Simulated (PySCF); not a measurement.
**One shape, several levels: HfH2O2F2 (SMILES [OH][Hf]([OH])([F])[F])**

Aim: a comparison of 6 runs (HF/def2-SVP, HF/def2-TZVP, CAM-B3LYP/def2-SVP, PBE0/def2-SVP, BLYP/def2-TZVP, CCSD(T)/def2-SVP) of HfH2O2F2. The job is set up through a Python script.

The calculation is run with PySCF 2.14.0.

## 1. Starting point

HfH2O2F2 has 7 atoms, charge 0, and is taken as a singlet. SMILES: `[OH][Hf]([OH])([F])[F]`. The shape comes from GFN2-xTB, which is rough for such elements, and wasn't checked as a minimum. This is one conformer, not always the lowest.

Bond lengths: O1–Hf2 1.857 Å, Hf2–O3 1.856 Å, Hf2–F4 1.857 Å, Hf2–F5 1.857 Å, O1–H6 0.966 Å, O3–H7 0.966 Å. Angles: O1–Hf2–O3 115.0°, O1–Hf2–F4 117.6°, O1–Hf2–F5 98.1°, O3–Hf2–F4 98.4°, O3–Hf2–F5 117.9°, F4–Hf2–F5 110.9°, Hf2–O1–H6 113.3°, Hf2–O3–H7 114.1°.

## 2. Energy and gradient at HF/def2-SVP (core potential) (run 1)

The input, calc.py:

```python
import pyscf.grad
from pyscf import gto

mol = gto.M(
    atom=[
    ('O', (-1.367220, 0.495780, 0.942690)),
    ('Hf', (-0.015740, 0.038800, -0.245900)),
    ('O', (1.486350, -0.726150, 0.530180)),
    ('F', (-0.378570, -1.286120, -1.494720)),
    ('F', (0.177110, 1.690720, -1.071880)),
    ('H', (-1.506150, 1.449280, 1.015760)),
    ('H', (1.604210, -1.662310, 0.323860)),
],
    max_memory=1860,
    verbose=4,
    charge=0,
    ecp={'Hf': 'def2-svp'},
    basis='def2-svp',
)

mf = mol.RHF()
mf.conv_tol = 1e-10
mf.kernel()
if not mf.converged:
    mf = mf.newton().run(mf.mo_coeff, mf.mo_occ)

energy = mf.e_tot
print('E = %.10f Eh' % energy)
grad = mf.Gradients().kernel()
dip = mf.dip_moment()
pop, q = mf.mulliken_pop()
```

Started as:

```sh
OMP_NUM_THREADS=1 python calc.py
```

Log:

```text
PySCF version 2.14.0

[... 63 lines left out ...]
converged SCF energy = -397.225054912829
[... 14 lines left out ...]
Dipole moment(X, Y, Z, Debye):  0.08400, -0.16256,  0.91150
[... 106 lines left out ...]
charge of    6H =      0.24338
```

Wall time 27 s (1 thread of Intel Xeon at 2.50GHz (Skylake/Cascade Lake), shared host); peak memory 0.21 GiB.

## 3. Energy and forces at HF/def2-TZVP (core potential) (run 2)

The input, job.py:

```python
import pyscf.grad
from pyscf import gto, scf

system = gto.Mole()
system.atom = '''
O   -1.367220   0.495780   0.942690
Hf  -0.015740   0.038800  -0.245900
O    1.486350  -0.726150   0.530180
F   -0.378570  -1.286120  -1.494720
F    0.177110   1.690720  -1.071880
H   -1.506150   1.449280   1.015760
H    1.604210  -1.662310   0.323860
'''
system.charge = 0
system.spin = 0
system.verbose = 4
system.ecp = {'Hf': 'def2-svp'}
system.basis = 'def2-tzvp'
system.max_memory = 1860
system.build()

hf = scf.RHF(system)
hf.conv_tol = 1e-10
hf.kernel()
if not hf.converged:
    hf = hf.newton().run(hf.mo_coeff, hf.mo_occ)

e_final = hf.e_tot
print('Final energy', e_final)
grad = hf.Gradients().kernel()
dip = hf.dip_moment()
pop, q = hf.mulliken_pop()
```

Started as:

```sh
OMP_NUM_THREADS=1 python job.py
```

Log:

```text
PySCF version 2.14.0

[... 63 lines left out ...]
converged SCF energy = -397.685473586835
Final energy -397.68547358683486
[... 13 lines left out ...]
Dipole moment(X, Y, Z, Debye):  0.07994, -0.15072,  0.83736
[... 184 lines left out ...]
charge of    6H =      0.35456
```

Run time: 2.3 min. Hardware: 1 thread of Intel Xeon at 2.50GHz (Skylake/Cascade Lake), shared host; peak memory 1 GiB.

Runs 3 to 5 aren't shown in full; the table further down has their settings and results.

## 4. The energy at CCSD(T)/def2-SVP (core potential) (run 6)

The input, job.py:

```python
# [OH][Hf]([OH])([F])[F]
from pyscf import gto, scf, cc

system = gto.M(
    atom=[
    ('O', (-1.367220, 0.495780, 0.942690)),
    ('Hf', (-0.015740, 0.038800, -0.245900)),
    ('O', (1.486350, -0.726150, 0.530180)),
    ('F', (-0.378570, -1.286120, -1.494720)),
    ('F', (0.177110, 1.690720, -1.071880)),
    ('H', (-1.506150, 1.449280, 1.015760)),
    ('H', (1.604210, -1.662310, 0.323860)),
],
    basis='def2-svp',
    verbose=4,
    ecp={'Hf': 'def2-svp'},
    max_memory=1860,
)

mf = scf.RHF(system)
mf.conv_tol = 1e-10
mf.kernel()
if not mf.converged:
    mf = mf.newton().run(mf.mo_coeff, mf.mo_occ)

mycc = cc.CCSD(mf, frozen=4)
mycc.kernel()
e_t = mycc.ccsd_t()
energy = mycc.e_tot + e_t
print('E = %.10f Eh' % energy)
dip = mf.dip_moment()
pop, q = mf.mulliken_pop()
```

Started as:

```sh
OMP_NUM_THREADS=1 python job.py
```

Log:

```text
PySCF version 2.14.0

[... 63 lines left out ...]
converged SCF energy = -397.225054912829
[... 12 lines left out ...]
Init t2, MP2 energy = -398.206145604342  E_corr(MP2) -0.981090691512551
[... 13 lines left out ...]
CCSD converged
[... 3 lines left out ...]
Dipole moment(X, Y, Z, Debye):  0.08400, -0.16256,  0.91150
[... 106 lines left out ...]
charge of    6H =      0.24338
```

Wall time 2.9 min (1 thread of Intel Xeon at 2.50GHz (Skylake/Cascade Lake), shared host); peak memory 0.85 GiB.

## 5. The series

| run | level | integration grid | task | energy (Eh) | dipole moment (D) of the reference | HOMO energy (eV) | LUMO energy (eV) | wall time |
| --- | --- | --- | --- | --- | --- | --- | --- | --- |
| 1 | HF/def2-SVP (core potential) | – | gradient | -397.225055 | 0.93 | -13.82 | 1.65 | 27 s |
| 2 | HF/def2-TZVP (core potential) | – | gradient | -397.685474 | 0.85 | -13.82 | 1.46 | 2.3 min |
| 3 | CAM-B3LYP/def2-SVP (core potential) | 5 | gradient | -399.218422 | 0.87 | -10.72 | -0.08 | 1.9 min |
| 4 | PBE0/def2-SVP (core potential) | 5 | gradient | -398.986815 | 0.89 | -9.27 | -0.81 | 77 s |
| 5 | BLYP/def2-TZVP (core potential) | 5 | gradient | -399.743410 | 0.76 | -7.55 | -1.74 | 3.3 min |
| 6 | CCSD(T)/def2-SVP (core potential) | – | energy | -398.231298 | 0.93 | -13.82 | 1.65 | 2.9 min |

## 6. Outcome

```
                                          quantity          value
                               run 6: total energy  -398.23130 Eh
       run 6: dipole moment (Hartree–Fock density)         0.93 D
        run 6: HOMO energy (Hartree–Fock orbitals)      -13.82 eV
        run 6: LUMO energy (Hartree–Fock orbitals)        1.65 eV
      run 6: HOMO–LUMO gap (Hartree–Fock orbitals)       15.47 eV
run 6: correlation energy (4 core orbitals frozen)    -1006.2 mEh
                             run 6: (T) correction     -22.43 mEh
                              run 6: T1 diagnostic          0.016
```

What this shows: Over runs 1, 2, 3, 4, 5 the dipole moment (its size) runs from 0.76 D (BLYP/def2-TZVP) to 0.93 D (HF/def2-SVP). The two ends differ in method and basis. Over runs 1, 2, 3, 4, 5 the HOMO–LUMO gap runs from 5.81 eV (BLYP/def2-TZVP) to 15.47 eV (HF/def2-SVP). Totals of different functionals can't be ranked against each other. All runs together took 12 min, the longest 3.3 min.
